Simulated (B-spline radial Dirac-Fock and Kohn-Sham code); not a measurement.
# Cd⁺: core levels and X-ray properties

Wanted for Cd⁺: its X-ray form factor and Compton profile, the binding energy of each subshell and the widths and yields of its core holes.

The numbers are computed with B-spline radial Dirac-Fock and Kohn-Sham code (version 3): a free atom or ion on a radial basis; each step names its model.

### Step 1. The atom as given

Cadmium as Cd⁺ in the configuration 1s2 2s2 2p6 3s2 3p6 3d10 4s2 4p6 4d9 5s1 5p1 (an excited configuration).

```yaml
nuclear_charge: 48
electrons: 47
mass_number: 114
nuclear_rms_radius: 4.6087 fm
```

### Step 2. Form factor and Compton profile

Model: Dirac-Fock average of configuration, finite nucleus; form factor of the spherical density, Waller-Hartree incoherent function, impulse-approximation Compton profiles.

Settings, as recorded:

```ini
task = scatter
Z = 48
charge = 1
configuration = 1s2 2s2 2p6 3s2 3p6 3d10 4s2 4p6 4d9 5s1 5p1
mass_number = 114
rms_radius = 4.6087  # fm
s = [0.0, 0.05, 0.1, 0.15, 0.2, 0.25, 0.3, 0.35, 0.4, 0.45, 0.5, 0.6, 0.7, 0.8, 0.9, 1.0, 1.1, 1.2, 1.4, 1.6, 1.8, 2.0, 2.5, 3.0, 3.5, 4.0, 5.0, 6.0]  # 1/A
pz = [0, 0.1, 0.14, 0.19, 0.26, 0.37, 0.5, 0.7, 0.96, 1.3, 1.8, 2.5, 3.5, 4.9, 6.7, 9.3, 13.0, 18.0, 25.0, 34.0, 47.0]  # a.u.
photon_energy = [1000, 2000, 5000, 17479.3, 50000, 200000, 500000, 1000000]  # eV
```

The program writes no log. Results of the run, from its result record (rounded, main fields):

```text
status: converged
form_factor [e]: [47.0, 46.185, 44.107, 41.443, 38.631, 35.858, 33.209, 30.75, 28.525, 26.556, 24.842, 22.095, 20.035, 18.4, 16.99, 15.688, 14.443, 13.247, 11.058, 9.2473, 7.8661, 6.8705, 5.4614, 4.6665, 3.9787, 3.3307, 2.3048, 1.6978]
incoherent: [-4.6361e-12, 1.0221, 3.1763, 5.3908, 7.4426, 9.3528, 11.137, 12.81, 14.392, 15.904, 17.354, 20.058, 22.435, 24.45, 26.136, 27.571, 28.827, 29.959, 31.959, 33.681, 35.167, 36.448, 38.942, 40.726, 42.048, 43.039, 44.326, 45.055]
compton_total [1/a.u.]: [7.7344, 7.6711, 7.6105, 7.5077, 7.3177, 6.9426, 6.4682, 5.872, 5.368, 4.7899, 3.8059, 2.6233, 1.7422, 1.2453, 0.85377, 0.4909, 0.25043, 0.11968, 0.051236, 0.021427, 0.0077953]
shells: ["1s1/2", "2s1/2", "2p1/2", "2p3/2", "3s1/2", "3p1/2", "3p3/2", "3d3/2", "3d5/2", "4s1/2", "4p1/2", "4p3/2", "4d3/2", "4d5/2", "5s1/2", "5p1/2", "5p3/2"]
occupation: [2.0, 2.0, 2.0, 4.0, 2.0, 2.0, 4.0, 4.0, 6.0, 2.0, 2.0, 4.0, 3.6, 5.4, 1.0, 0.33333, 0.66667]
mean_momentum [a.u.]: [43.651, 15.362, 20.588, 19.666, 7.3407, 8.7677, 8.4991, 10.062, 9.9589, 3.2356, 3.5385, 3.4328, 3.2755, 3.2308, 0.94456, 0.8893, 0.86284]
r2 [bohr^2]: 46.315
r_inverse [1/bohr]: 282.23
r1 [bohr]: 31.487
coherent [b]: [1406.4, 1266.7, 846.45, 260.78, 56.852, 4.9923, 0.86393, 0.22077]
incoherent_cross_section [b]: [0.81718, 2.295, 6.2574, 15.334, 20.757, 18.251, 13.414, 9.8782]
radial_jk:
  4d: {"j0": [1.0, 0.96855, 0.88055, 0.75251, 0.60534, 0.45829, 0.32539, 0.21444, 0.12799, 0.06496, 0.022254, -0.017874, -0.021682, -0.010233, 0.0043705, 0.016479, 0.024275, 0.027878, 0.026269, 0.019291, 0.011849, 0.0059412, -0.0012732, -0.0024853, -0.0019685, -0.0012643, -0.00040535, -0.00010447], "j2": [0.0, 0.012484, 0.046358, 0.092513, 0.14005, 0.17988, 0.20664, 0.21875, 0.21742, 0.20543, 0.18606, 0.13709, 0.088665, 0.049711, 0.022584, 0.0061414, -0.002089, -0.0047126, -0.0013988, 0.0049004, 0.009709, 0.012114, 0.011156, 0.0072852, 0.0041527, 0.0022021, 0.00052483, 8.211e-05], "j4": [0.0, 7.0028e-05, 0.001033, 0.0045898, 0.0122, 0.024175, 0.039545, 0.056521, 0.073136, 0.087721, 0.099153, 0.11082, 0.10869, 0.096866, 0.080017, 0.061894, 0.044968, 0.030568, 0.010755, 0.0012945, -0.0014809, -0.00084242, 0.0039284, 0.006311, 0.0062428, 0.0051785, 0.0029044, 0.0014864], "r2": 1.7371, "r4": 5.5666, "r6": 30.783}
  5p: {"j0": [1.0, 0.79469, 0.38652, 0.084848, -0.033216, -0.043019, -0.019723, 0.0021185, 0.014099, 0.017655, 0.016183, 0.0082957, 0.0017003, -0.0013987, -0.001874, -0.0010358, 0.00015476, 0.001174, 0.0020878, 0.0018158, 0.0011096, 0.00046713, -0.00011789, 8.9999e-05, 0.00032167, 0.00039725, 0.00028534, 0.00013399], "j2": [0.0, 0.078349, 0.2019, 0.23018, 0.17038, 0.091925, 0.034792, 0.0045858, -0.0065702, -0.0074543, -0.0040913, 0.0038241, 0.0076162, 0.0075771, 0.0056755, 0.0034, 0.0015163, 0.00027528, -0.00051584, -9.8639e-05, 0.00053055, 0.00093462, 0.0008557, 0.00032423, 2.1942e-05, -4.3839e-05, 6.7209e-05, 0.00015467], "r2": 12.39, "r4": 243.19, "r6": 7093.0}
```

Form factor and incoherent function, every second point:

```csv
s (1/Å),f (e),f / N,S(s)
0,47.00,1.000,0
0.100,44.11,0.938,3.176
0.200,38.63,0.822,7.443
0.300,33.21,0.707,11.14
0.400,28.52,0.607,14.39
0.500,24.84,0.529,17.35
0.700,20.04,0.426,22.44
0.900,16.99,0.361,26.14
1.10,14.44,0.307,28.83
1.40,11.06,0.235,31.96
1.80,7.866,0.167,35.17
2.50,5.461,0.116,38.94
3.50,3.979,0.085,42.05
5.00,2.305,0.049,44.33
```

### Step 3. Core and valence levels

Model: Dirac-Fock average of configuration, Delta-SCF, finite nucleus, first-order Breit with its frequency dependence, self-energy and vacuum polarisation.

Settings, as recorded:

```ini
task = binding
```

The program writes no log. Results of the run, from its result record (rounded, main fields):

```text
status: converged
shells: ["K", "L1", "L2", "L3", "M1", "M2", "M3", "M4", "M5", "N1", "N2", "N3", "N4,5", "O1", "O2,3"]
total_energy_parts [Ha]: [-5592.53716, 4.27664931, -0.434043419, -0.0345125024, 2.89039682, -0.35777388]
koopmans [eV]: [26883.4, 4092.58, 3799.19, 3605.8, 814.028, 695.213, 659.59, 451.509, 444.369, 144.581, 104.077, 97.901, 34.4475, 18.7901, 11.8488]
dirac_coulomb [eV]: [26819.3, 4058.34, 3761.68, 3569.34, 799.584, 680.405, 645.212, 435.883, "-", "-", 100.045, 94.0845, 31.6815, 18.4872, 11.7409]
gaunt [eV]: [-60.5286, -5.32253, -9.62666, -6.89378, -0.695115, -1.38748, -0.892248, -0.34626, "-", "-", -0.191174, -0.105316, 0.0160612, -0.0081586, -0.00855961]
retardation [eV]: [4.31417, 0.329469, 1.07207, 1.07051, 0.0279942, 0.151035, 0.150758, 0.0164279, "-", "-", 0.0218784, 0.0217724, -0.00217354, 8.62851e-05, 0.00151951]
breit_frequency [eV]: [0.416204, -0.0430918, -0.00171127, 0.180225, -0.0102565, -0.00671316, 0.0297563, -0.00525561, "-", "-", -0.00143344, 0.00486153, -0.000509348, -0.000219201, 0.000219211]
self_energy [eV]: [-32.3354, -3.89643, 0.301612, -0.0645037, -0.764265, 0.0588986, -0.00645184, 0.0724382, "-", "-", 0.0137191, 0.00247533, 0.00964131, -0.0147394, 0.00138537]
vacuum_polarisation [eV]: [4.13531, 0.46199, -0.0158016, -0.0269491, 0.0877779, -0.00415466, -0.00651897, -0.00604081, "-", "-", -0.00104208, -0.00144813, -0.000971429, 0.00170136, -0.000203764]
binding [eV]: [26735.3, 4049.87, 3753.4, 3563.61, 798.23, 679.216, 644.487, 435.614, "-", "-", 99.8872, 94.0068, 31.7035, 18.4659, 11.7353]
mean_radius [bohr]: [0.03039, 0.131056, 0.111323, 0.11645, 0.356072, 0.348086, 0.358667, 0.331801, 0.33525, 0.881496, 0.939916, 0.967459, 1.21616, 2.59173, 3.33082]
```

total_energy_parts: Dirac-Coulomb, Gaunt, retardation, frequency dependence, self-energy, vacuum polarisation. Blank entries are hole states that did not converge, or in which two open shells of one symmetry are about equally filled, where the average of configuration falls too low.

The binding energies by parts, in eV; the parts add up.

```csv
level,-ε,relaxation,Breit,QED,binding
K,26883.4,-64.10,-55.80,-28.20,26735.3
L1,4092.6,-34.24,-5.04,-3.43,4049.9
L2,3799.2,-37.51,-8.56,0.29,3753.4
L3,3605.8,-36.46,-5.64,-0.09,3563.6
M1,814.0,-14.44,-0.68,-0.68,798.2
M2,695.2,-14.81,-1.24,0.05,679.2
M3,659.6,-14.38,-0.71,-0.01,644.5
M4,451.5,-15.63,-0.34,0.07,435.6
N2,104.1,-4.03,-0.17,0.01,99.89
N3,97.90,-3.82,-0.08,0.00,94.01
"N4,5",34.45,-2.77,0.01,0.01,31.70
O1,18.79,-0.30,-0.01,-0.01,18.47
"O2,3",11.85,-0.11,-0.01,0.00,11.74
```

X-ray lines as differences of these levels:

```csv
line,energy (eV)
Kβ2' (K-N3),26641.3
Kβ2'' (K-N2),26635.4
Kβ1 (K-M3),26090.8
Kβ3 (K-M2),26056.1
Kα1 (K-L3),23171.7
Kα2 (K-L2),22981.9
Lγ3 (L1-N3),3955.9
Lγ2 (L1-N2),3950.0
Lβ7 (L3-O1),3545.1
Lβ3 (L1-M3),3405.4
Lβ4 (L1-M2),3370.7
Lβ1 (L2-M4),3317.8
Lα2 (L3-M4),3128.0
Lη (L2-M1),2955.2
```

### Step 4. Decay of the holes

Model: independent-particle rates: relativistic LDA orbitals of the hole state, multipoles to L = 3 (length form), Coulomb Auger matrix elements with a Latter-tail continuum; energies from Dirac-Fock.

The run's settings:

```ini
task = decay
holes = ["K", "L1", "L2", "L3", "M1", "M2", "M3", "M4", "M5", "N1", "N2", "N3"]
```

The program writes no log. Results of the run, from its result record (rounded, main fields):

```text
status: converged
K:
  width_radiative: 5.9995
  width_radiative_velocity: 6.145
  width_nonradiative: 1.1369
  coster_kronig: {}
  radiative: [["L3", 23172.0, 3.2668], ["L2", 22982.0, 1.7373], ["M3", 26091.0, 0.55384], ["M2", 26056.0, 0.28447], ["N3", 26641.0, 0.09815], ["N2", 26635.0, 0.050588]]
  auger: [["L2L3", 19283.0, 0.31803], ["L3L3", 19474.0, 0.16054], ["L1L3", 19013.0, 0.1301], ["L1L2", 18820.0, 0.089256], ["L1L1", 18517.0, 0.071179], ["L3M3", 22479.0, 0.049953]]
L1:
  width_radiative: 0.088953
  width_radiative_velocity: 0.088788
  width_nonradiative: 4.3884
  coster_kronig: {"L2": 0.50627, "L3": 2.6114}
  radiative: [["M3", 3405.4, 0.045442], ["M2", 3370.7, 0.02745], ["N3", 3955.9, 0.0088263], ["N2", 3950.0, 0.0052574], ["L3", 486.26, 0.00075947], ["M4", 3614.3, 0.00032934]]
  auger: [["L3N3", 372.11, 0.19146], ["L3N5", 437.56, 0.17803], ["M1M3", 2574.5, 0.15223], ["L2N3", 182.02, 0.13868], ["L3N4", 436.56, 0.13591], ["M1M4", 2777.6, 0.12202]]
L2:
  width_radiative: 0.14405
  width_radiative_velocity: 0.1471
  width_nonradiative: 2.3036
  coster_kronig: {"L3": 0.3913}
  radiative: [["M4", 3317.8, 0.12678], ["N4", 3721.2, 0.012974], ["M1", 2955.2, 0.0034809], ["O1", 3734.9, 4.6707e-05], ["M3", 3108.9, 4.0178e-05], ["N3", 3659.4, 7.9003e-06]]
  auger: [["M2M3", 2392.5, 0.20851], ["M3M4", 2634.3, 0.14453], ["L3N4", 140.1, 0.13632], ["M4M4", 2841.2, 0.12553], ["L3N2", 69.006, 0.12398], ["M2M4", 2603.3, 0.11001]]
L3:
  width_radiative: 0.13795
  width_radiative_velocity: 0.14026
  width_nonradiative: 2.1123
  coster_kronig: {}
  radiative: [["M4", 3128.0, 0.01222], ["N5", 3532.2, 0.010889], ["M1", 2765.4, 0.0042188], ["N4", 3531.4, 0.0012266], ["O1", 3545.1, 5.5987e-05], ["M2", 2884.4, 2.027e-05]]
  auger: [["M3M4", 2444.5, 0.16814], ["M3M3", 2237.0, 0.16507], ["M2M3", 2202.7, 0.11812], ["M1M3", 2088.3, 0.070485], ["M3N3", 2805.8, 0.049321], ["M4N5", 3079.4, 0.039501]]
M1:
  width_radiative: 0.0018467
  width_radiative_velocity: 0.0017284
  width_nonradiative: 10.417
  coster_kronig: {"M2": 3.1769, "M3": 5.1382, "M4": 0.73362, "M5": 1.0542}
  radiative: [["N3", 704.22, 0.00091676], ["N2", 698.34, 0.00063411], ["M3", 153.74, 0.00021457], ["M2", 119.01, 4.8099e-05], ["O3", 786.61, 1.7882e-05], ["O2", 786.26, 1.2051e-05]]
  auger: [["M3N3", 40.438, 2.0566], ["M2N3", 5.2944, 1.3959], ["M3N2", 33.737, 1.2916], ["M3N5", 105.25, 1.0016], ["M2N5", 70.467, 0.98179], ["M2N4", 69.652, 0.72519]]
M2:
  width_radiative: 0.0018026
  width_radiative_velocity: 0.0016721
  width_nonradiative: 3.8676
  coster_kronig: {"M3": 0.027127, "M4": 2.4979, "M5": 0.99032}
  radiative: [["N4", 647.02, 0.00076221], ["M4", 243.6, 0.00070716], ["O1", 660.75, 2.1125e-05], ["N3", 585.21, 4.4358e-07], ["O3", 667.6, 8.7495e-09], ["N5", 647.84, 4.0768e-10]]
  auger: [["M4N3", 129.82, 0.91384], ["M4N2", 123.78, 0.59289], ["M4N4", 194.28, 0.16737], ["M4N5", 195.03, 0.16697], ["N2N5", 532.27, 0.097138], ["N2N3", 468.37, 0.086363]]
M3:
  width_radiative: 0.0017031
  width_radiative_velocity: 0.0015871
  width_nonradiative: 4.394
  coster_kronig: {"M4": 0.92357, "M5": 3.1047}
  radiative: [["N5", 613.11, 0.00073441], ["N4", 612.29, 8.8425e-05], ["M4", 208.87, 4.5378e-05], ["O1", 626.02, 2.3954e-05], ["N2", 544.6, 2.3572e-07], ["N3", 550.48, 2.1343e-07]]
  auger: [["M4N3", 95.088, 0.59798], ["N3N5", 504.1, 0.096103], ["M4N2", 89.05, 0.09438], ["N3N3", 439.26, 0.071433], ["N3N4", 502.77, 0.070349], ["N2N3", 433.64, 0.048081]]
M4:
  width_radiative: 0.00011306
  width_radiative_velocity: 0.00012244
  width_nonradiative: 0.38842
  coster_kronig: {}
  radiative: [["N2", 335.73, 9.5132e-05], ["N3", 341.61, 1.5935e-05], ["O2", 423.64, 1.6524e-06], ["O3", 424.0, 2.7874e-07], ["N4", 403.42, 3.7275e-08], ["N5", 404.24, 1.5471e-08]]
  auger: [["N4N5", 357.12, 0.10816], ["N3N4", 293.9, 0.088377], ["N4N4", 356.28, 0.0523], ["N2N4", 288.78, 0.039565], ["N2N3", 224.77, 0.0083774], ["N3N3", 230.38, 0.0035866]]
N2:
  width_radiative: 0.00012676
  width_radiative_velocity: 0.00010342
  width_nonradiative: 15.806
  coster_kronig: {"N4": 15.298, "N5": 0.50569}
  radiative: [["N4", 67.691, 0.000121], ["O1", 81.421, 5.765e-06], ["O3", 88.269, 1.9233e-10], ["N3", 5.8804, 1.2644e-12], ["N5", 68.512, 2.0893e-13], ["O2", 87.918, 8.0534e-17]]
  auger: [["N4N5", 21.389, 12.492], ["N4N4", 20.553, 2.531], ["N5N5", 22.224, 0.4387], ["N4O1", 38.93, 0.15318], ["N4O3", 47.214, 0.083764], ["N5O2", 47.584, 0.042468]]
N3:
  width_radiative: 0.00010787
  width_radiative_velocity: 8.5667e-05
  width_nonradiative: 18.556
  coster_kronig: {"N4": 11.32, "N5": 7.2349}
  radiative: [["N5", 62.632, 9.1795e-05], ["N4", 61.811, 9.7901e-06], ["O1", 75.541, 6.2835e-06], ["O2", 82.037, 1.102e-10], ["O3", 82.389, 9.4554e-11]]
  auger: [["N4N5", 15.508, 10.816], ["N5N5", 16.344, 6.9317], ["N4N4", 14.673, 0.42962], ["N5O1", 33.873, 0.15492], ["N5O3", 42.154, 0.096064], ["N5O2", 41.704, 0.052236]]
```

All in eV. For each hole the six strongest lines (shell, energy, width) and Auger groups (final holes, energy, width) are shown. Channels that end in a level without an energy here are missing from these lists, strong ones among them, though the widths hold them.

How each hole decays (widths in eV):

```csv
hole,radiative,Auger,Coster-Kronig,total,yield,lifetime (fs)
K (1s),6.00,1.14,0,7.14,0.841,0.0922
L1 (2s),0.0890,1.27,3.12,4.48,0.0199,0.147
L2 (2p1/2),0.144,1.91,0.391,2.45,0.0589,0.269
L3 (2p3/2),0.138,2.11,0,2.25,0.0613,0.293
M1 (3s),0.00185,0.314,10.1,10.4,1.77e-04,0.0632
M2 (3p1/2),0.00180,0.352,3.52,3.87,4.66e-04,0.170
M3 (3p3/2),0.00170,0.366,4.03,4.40,3.87e-04,0.150
M4 (3d3/2),1.13e-04,0.388,0,0.389,2.91e-04,1.69
N2 (4p1/2),1.27e-04,0.00156,15.8,15.8,8.02e-06,0.0416
N3 (4p3/2),1.08e-04,0.00171,18.6,18.6,5.81e-06,0.0355
```

Emission lines that fill the K hole:

```
  Kα2 22981.9      53.2 ############################
  Kα1 23171.7       100 ################################
  Kβ3 26056.1      8.71 ################
  Kβ1 26090.8      17.0 ####################
Kβ2'' 26635.4      1.55 #####
 Kβ2' 26641.3      3.00 #########
```
(bars on a logarithmic scale, % of the strongest)

### Step 5. What came out

| quantity | value |
| --- | --- |
| rms radius of the electron cloud | 0.993 bohr |
| form factor halves at | 0.55 1/Å |
| Compton profile at zero | 7.734 1/a.u. |
| deepest level listed, K (1s) | 26735.3 eV |
| least bound, O2,3 (5p) | 11.74 eV |
| Kα1 | 23171.7 eV |
| K hole: width, yield | 7.14 eV, 0.841 |
| its lifetime | 0.0922 fs |
| its strongest line | Kα1 (K-L3), 23171.7 eV |

In words: The form factor starts at the 47 electrons and halves by s = 0.55 1/Å. Incoherent scattering outweighs coherent from 200 keV on, among the energies asked. The K (1s) level lies 64.1 eV under Koopmans' value by relaxation alone; Breit gives -55.80 and QED -28.20 eV. With a yield of 0.84, X-ray emission is the main way out for the K hole, in 0.092 fs. Coster-Kronig decay rules L1, M1, M2, M3, N2 and N3, where this model's widths can be far from the measured ones. The Hartree-Fock and Dirac-Fock values hold no electron correlation.
